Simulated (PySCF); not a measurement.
# H4PdS4 ([Pd(SH)4]2-): the cost of one run

Programs: PySCF 2.14.0, with routines of our own; each step states its level. All values are computed. Atoms count from 0.

## (1) The system as given

9 atoms, charge -2, states of the metal's open shell are computed; geometry from: model start, shaken.

## (2) Geometry optimisation at PBE0-D3(BJ)/def2-TZVP

The job: settings as JSON, then the geometry in Å.

```
{"job": {"xc": "PBE0", "basis": "def2-TZVP", "d3": "d3bj", "grid": 1, "maxiter": 45, "solvent": "water", "kind": "geom"}, "charge": -2, "metal": "Pd", "open_shell": "d8"}
Pd     0.000020     0.004480    -0.004110
S      2.466640    -0.006820    -0.014870
H      2.730900     1.340100    -0.007380
S     -2.489310     0.007350     0.005350
H     -2.728420    -1.333960    -0.000440
S      0.010430     2.459840    -0.006860
H     -0.028520     2.710660     1.292370
S     -0.003530    -2.499010     0.004070
H      0.002350    -2.732800    -1.357750
```

Run with:

```console
$ OMP_NUM_THREADS=1 python lf_run.py task.json out
```

The driver reads the jobs from task.json and runs them one after another.

**Question.** How long does this first job take on 1 thread of Arm Neoverse V2, shared host, and how much memory does it need?

About 3.2 min, with a peak of 1.4 GiB.
